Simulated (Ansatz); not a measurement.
# LaNbF3: the cost of one run

Method: DFT PBE, scalar-relativistic, plane waves, PAW, unless a step names another level, in Ansatz 0.2.0.

1 further run of the same task is left out (for a known fault of the program).

**1. Starting point**

The structure is tetragonal, space group P4/nmm (No. 129). Conventional cell: a = 3.907 Å, b = 3.907 Å, c = 16.145 Å, α = 90.00°, β = 90.00°, γ = 90.00°. Around La (site symmetry 4mm) lie 8 F at 2.25 to 2.60 Å. Nb (site symmetry 4mm) has 4 Nb at 2.84 Å as nearest neighbours. F (site symmetry 2mm) is surrounded by 2 La at 2.25 Å. F (site symmetry -4m2) has 4 La at 2.60 Å as nearest neighbours.

Coordinates:

```xyz
10
Lattice="3.9075 0.0000 0.0000 0.0000 3.9075 0.0000 0.0000 0.0000 16.1450" Properties=species:S:1:pos:R:3 pbc="T T T"
La    1.9537    0.0000    6.3505
La    0.0000    1.9537    9.7945
Nb    0.0000    1.9537   15.8145
Nb    1.9537    0.0000    0.3305
F     0.0000    0.0000    5.2277
F     1.9537    1.9537    5.2277
F     1.9537    1.9537   10.9173
F     0.0000    0.0000   10.9173
F     1.9537    1.9537    8.0725
F     0.0000    0.0000    8.0725
```

It came out lowest among 27 distinct ends of the trial cells. At a tolerance of 0.05 Å it has space group P4/nmm (No. 129).

**2. A stricter relaxation, on the response runs' mesh and smearing**

File input.yaml:

```yaml
crystal:
  lattice:
    - [3.9074878168, 0.0, 0.0]
    - [0.0, 3.9074878168, 0.0]
    - [0.0, 0.0, 16.144984049]
  atoms:
    - { symbol: La, position: [0.5, 0.0, 0.3933404299] }
    - { symbol: La, position: [0.0, 0.5, 0.6066595701] }
    - { symbol: Nb, position: [0.0, 0.5, 0.9795281641] }
    - { symbol: Nb, position: [0.5, 0.0, 0.0204718359] }
    - { symbol: F, position: [0.0, 0.0, 0.3237969555] }
    - { symbol: F, position: [0.5, 0.5, 0.3237969555] }
    - { symbol: F, position: [0.5, 0.5, 0.6762030445] }
    - { symbol: F, position: [0.0, 0.0, 0.6762030445] }
    - { symbol: F, position: [0.5, 0.5, 0.5] }
    - { symbol: F, position: [0.0, 0.0, 0.5] }
basis:
  ecutwfc: 420
kpoints:
  mp_grid: { grid: [8, 8, 2] }
hamiltonian:
  xc: pbe
scf:
  occupations: { method: gaussian, width: 0.1 }
output:
  forces: true
  stress: true
  eigenvalues: true
relax:
  adjacent_minimum: "off"
  f_tol: 0.001
  max_steps: 60
  cell: { stress_tol: 0.01 }
```

Launch:

```sh
$ ansatz run input.yaml --threads 3 --pin off --max-ram 7680MiB --backend cpu --events-out ev --progress --plain --runs-dir out
```

Q: Estimate wall time and peak memory on 3 threads of Intel Xeon Gold 6455B (Sapphire Rapids), shared host.

About 3.3 min, with a peak of 0.86 GiB.
